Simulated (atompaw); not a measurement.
# A PAW (atompaw) potential for Ga, from input to tests

Do these settings give a usable potential? It is generated, then checked for scattering, ghosts and hardness.

Program: atompaw 4.2.0.5. Reference atom: PBEsol, scalar-relativistic, spherical and spin-unpolarised. All values are calculated.

## 1. Starting point

The settings as typed:

```json
{
 "element": "gallium (Ga, Z = 31)",
 "type": "PAW",
 "frozen core": "[Ar]",
 "valence charge": "13",
 "reference configuration": "3d10 4s1 4p2",
 "partial waves": "4s (bound): rc 3.00 bohr; 4s channel at 1.2 Ry: rc 1.50 bohr; 4p (bound): rc 3.00 bohr; 4p channel at 2.85 Ry: rc 3.00 bohr; 3d (bound): rc 0.80 bohr; 3d channel at -1.2 Ry: rc 0.80 bohr",
 "local potential": "troulliermartins scheme with l = 3 at 0 Ry, radius 2.80 bohr",
 "core correction": "smooth core density matched at 2.10 bohr",
 "augmentation charge": "sinc compensation charge, radius 2.55 bohr; PAW radius 3.00 bohr; waves and projectors: custom rrkj gramschmidtortho"
}
```

The outer shells as boxes (Hund's rule for the drawing; the calculation is spin-unpolarised):

```
[Ar] core
3d [↑↓][↑↓][↑↓][↑↓][↑↓]
4s [↑ ]
4p [↑ ][↑ ][  ]
```

## 2. The generation run

Contents of Ga.input:

```
Ga 31
GGA-PBESOL scalarrelativistic loggrid 1500 logderivrange -4 5 226
4 4 3 0 0 0
4 0 1
4 1 2
0 0 0
c
c
c
v
c
c
v
v
2
3.00 2.55 2.80 2.10
y
1.2
n
y
2.85
n
y
-1.2
n
custom rrkj gramschmidtortho sinc
3 0 troulliermartins
3.00
1.50
3.00
3.00
0.80
0.80
PWSCFOUT
UPFDX 0.0125d0 UPFXMIN -7.d0 UPFZMESH 31.d0
END
```

Started as:

```bash
$ atompaw < Ga.input > Ga.log
```

What the program wrote to the file Ga (summary file):

```text
 Completed calculations for Ga (AE)

 Exchange-correlation type: GGA, Perdew-Burke-Ernzerhof modified (PBEsol)

 Radial integration grid is logarithmic 
 r0 =   2.7104631E-04 h =   8.4024356E-03   n =      1500 rmax =   8.0000000E+01

 Scalar relativistic calculation

 AEatom converged in  43 iterations
   nz     =  31.00
   delta  =       8.464451405110E-15

 All Electron Orbital energies:         
  n  l      occupancy      energy
  1  0      2.0000000E+00 -7.5138266E+02
  2  0      2.0000000E+00 -9.2833898E+01
  3  0      2.0000000E+00 -1.1004059E+01
  4  0      1.0000000E+00 -7.3920686E-01
  2  1      6.0000000E+00 -8.0855258E+01
  3  1      6.0000000E+00 -7.3955079E+00
  4  1      2.0000000E+00 -2.4655090E-01
  3  2      1.0000000E+01 -1.5468537E+00

 Total energy
   Total                    :    -3884.43664219298762

 ---
 Completed calculations for Ga (SC)

 Exchange-correlation type: GGA, Perdew-Burke-Ernzerhof modified (PBEsol)

 Radial integration grid is logarithmic 
 r0 =   2.7104631E-04 h =   8.4024356E-03   n =      1500 rmax =   8.0000000E+01

 Scalar relativistic calculation

 SCatom converged in   4 iterations
   nz     =  31.00
   delta  =       3.769362929703E-15

 Valence Electron Orbital energies:         
  n  l      occupancy      energy
   4  0      1.0000000E+00 -7.3920686E-01
   4  1      2.0000000E+00 -2.4655090E-01
   3  2      1.0000000E+01 -1.5468537E+00

 Total energy
   Total                    :    -3884.43664219781022
   Valence                  :     -274.28506053012029

 PAW parameters: 
       lmax =            2
         rc =    3.0191954431991026     
        irc =         1110
   rc_shape =    2.5521221964377303     
    rc_vloc =    2.8228998152168172     
    rc_core =    2.1035924779052819     
   Vloc: Norm-conserving Troullier-Martins with l= 3;e=   0.0000E+00
   Projector type: RRKJ pseudization + Gram-Schmidt ortho.
   Sinc^2 compensation charge shape zeroed at   2.5521E+00

 Number of basis functions     6
 No.   n  nodes  l      Energy         Cp coeff         Occ
  1    4    3    0   -0.7392069E+00  0.1000000E+01  0.1000000E+01
  2  999    4    0    0.1200000E+01 -0.1875773E+00  0.0000000E+00
  3    4    2    1   -0.2465509E+00  0.1000000E+01  0.2000000E+01
  4  999    3    1    0.2850000E+01  0.5013838E+00  0.0000000E+00
  5    3    0    2   -0.1546854E+01  0.1000000E+01  0.1000000E+02
  6  999    1    2   -0.1200000E+01  0.9114048E-04  0.0000000E+00

 Eigenvalues of overlap operator (in the basis of projectors):
    1        2.18827660E-01
    2        3.99512024E-01
    3        1.41542750E+00
    4        6.36080899E+00
    5        3.05017672E+01
    6        8.60815507E+01

 Orbital leakage outside PAW augmentation regions
   orb  is_core?  %out_of_sphere
   1 0    T          -0.00
   2 0    T           0.00
   3 0    T           0.00
   4 0    F          18.72
   2 1    T           0.00
   3 1    T           0.00
   4 1    F          47.90
   3 2    F           0.17

 Summary of PAW energies
   Total valence energy     :   -274.28506254687869
   Smooth energy            :    110.47634280162350
   One center               :   -384.76140534850219
   Smooth kinetic           :    152.28262466602200
   Vloc energy              :    -31.55025142814123
   Smooth exch-corr         :    -16.21611977835460
   One-center xc            :   -131.58802836589535
```

It took 9.6 s on 1 thread of AMD EPYC 7R43, shared host.

Partial waves on a coarse radial grid (AE all-electron, PS pseudo):

```tsv
r (bohr)	4p AE	4p PS	3d AE	3d PS
0.115	0.1328	0.0044	0.1922	0.0345
0.231	0.0047	0.0176	0.6214	0.2335
0.346	-0.1533	0.0389	0.9369	0.5821
0.462	-0.2209	0.0680	1.0789	0.9114
0.577	-0.2043	0.1032	1.0920	1.0603
0.692	-0.1381	0.1437	1.0348	1.0357
0.808	-0.0485	0.1884	0.9452	0.9452
0.923	0.0462	0.2352	0.8465	0.8465
1.038	0.1377	0.2830	0.7488	0.7488
1.154	0.2222	0.3306	0.6566	0.6566
1.269	0.2962	0.3762	0.5737	0.5737
1.385	0.3606	0.4191	0.4991	0.4991
1.500	0.4147	0.4578	0.4339	0.4339
1.615	0.4596	0.4920	0.3768	0.3768
1.731	0.4965	0.5212	0.3265	0.3265
1.846	0.5255	0.5449	0.2832	0.2832
1.962	0.5481	0.5634	0.2453	0.2453
2.077	0.5645	0.5766	0.2127	0.2127
2.192	0.5758	0.5850	0.1844	0.1844
2.308	0.5825	0.5893	0.1597	0.1597
2.423	0.5852	0.5898	0.1384	0.1384
2.538	0.5845	0.5873	0.1200	0.1200
2.654	0.5808	0.5822	0.1039	0.1039
2.769	0.5746	0.5751	0.0900	0.0900
2.885	0.5662	0.5663	0.0780	0.0780
3.000	0.5561	0.5561	0.0676	0.0676
```

## 3. Does it scatter like the atom?

Taken from the files of the generation run. The phase is arctan(r·u′/u) with u = r·R, unwrapped, with energies in Ry. A pole is an energy at which the radial function vanishes at the test radius. The pseudo phase is shifted by a multiple of π to meet the all-electron one at the reference energy. Levels narrower than the energy grid can be missing from the poles. The last column is the largest difference on the grid between −1 and +1 Ry.

| channel | radius (bohr) | reference (Ry) | poles AE | poles PS | window around the reference with phases within 0.05 rad (Ry) | largest difference near zero (rad) |
| --- | --- | --- | --- | --- | --- | --- |
| s | 3.02 | -0.74 | -0.21, 4.94 | -0.21, 4.84 | the whole range | 0.000 |
| p | 3.02 | -0.25 | 0.70 | 0.70 | the whole range | 0.002 |
| d | 3.02 | -1.55 | -1.54, 2.32 | -1.54, 2.28, 4.67 | below 3.1 | 0.005 |

Phases (rad) along the scan:

```tsv
E (Ry)	d AE	d PS	s AE	s PS
-4.00	1.407	1.407	1.387	1.387
-3.52	1.396	1.396	1.370	1.370
-3.04	1.383	1.383	1.349	1.348
-2.56	1.365	1.365	1.317	1.317
-2.08	1.341	1.341	1.265	1.264
-1.60	1.205	1.205	1.153	1.152
-1.12	-1.845	-1.845	0.674	0.674
-0.64	-1.914	-1.914	-1.235	-1.235
-0.16	-2.038	-2.038	-1.588	-1.588
0.32	-2.369	-2.368	-1.714	-1.714
0.80	-3.534	-3.529	-1.825	-1.825
1.28	-4.357	-4.356	-1.999	-1.999
1.76	-4.589	-4.591	-2.476	-2.477
2.24	-4.698	-4.705	-3.747	-3.751
2.72	-4.775	-4.793	-4.327	-4.331
3.20	-4.850	-4.913	-4.511	-4.514
3.68	-4.956	-5.505	-4.598	-4.602
4.16	-5.192	-7.641	-4.653	-4.657
4.64	-6.204	-7.848	-4.692	-4.698
```

## 4. Plane-wave convergence, by spherical Bessel functions

This step uses the generator's waves and projectors in a separate script. Basis: spherical Bessel functions vanishing at 20 bohr, q² up to the cutoff; potential fixed at the reference.

All-electron valence levels (Ry): 4s -0.7392, 4p -0.2466, 3d -1.5469. The lowest levels of each channel (Ry) by cutoff; the last column sums, over occupied levels, occupation times the distance from the level at 400 Ry. A positive value at high cutoff is not a bound level.

```tsv
cutoff (Ry)	s #1	p #1	d #1	f #1	Σ f·Δε (mRy)
8	-0.7392	-0.2464	0.0456	0.1039	15925.4
25	-0.7392	-0.2466	0.0446	0.1039	15915.1
50	-0.7392	-0.2466	0.0336	0.1039	15804.8
100	-0.7392	-0.2466	-1.2963	0.1039	2505.4
180	-0.7392	-0.2466	-1.5449	0.1039	19.8
260	-0.7392	-0.2466	-1.5465	0.1039	4.4
400	-0.7392	-0.2466	-1.5469	0.1039	0.0
```

The sum stays within 10 mRy from 260 Ry and within 1 mRy only somewhere over 300 Ry. The sum leaves out empty levels, which can need more. Ghost test: no level below the all-electron spectrum of its channel (s, p, d, f tested).

## 5. Outcome

```
                                                quantity                     value
               cutoffs for 10 and 1 mRy, occupied levels    260 Ry and over 300 Ry
                                            bound ghosts                none found
largest phase difference near zero energy, channels read                 0.005 rad
         lowest eigenvalue of the overlap (Bessel basis)                 0.145 (s)
        share of valence orbitals outside the PAW sphere  4s 19 %, 4p 48 %, 3d 0 %
                                                UPF file                   written
```

**Reading.** By its cutoff, 260 Ry for the looser tolerance, it is very hard. The tighter tolerance needs over 300 Ry, and converged work needs a cutoff nearer that. The slowest occupied level is 3d: taken alone it needs 260 Ry to come within 1 mRy, against 8 Ry for 4p. The Bessel-basis test finds no level below the valence levels. Near zero energy the phases of the channels with partial waves agree within 0.005 rad. All of this concerns the isolated atom, not yet a solid.
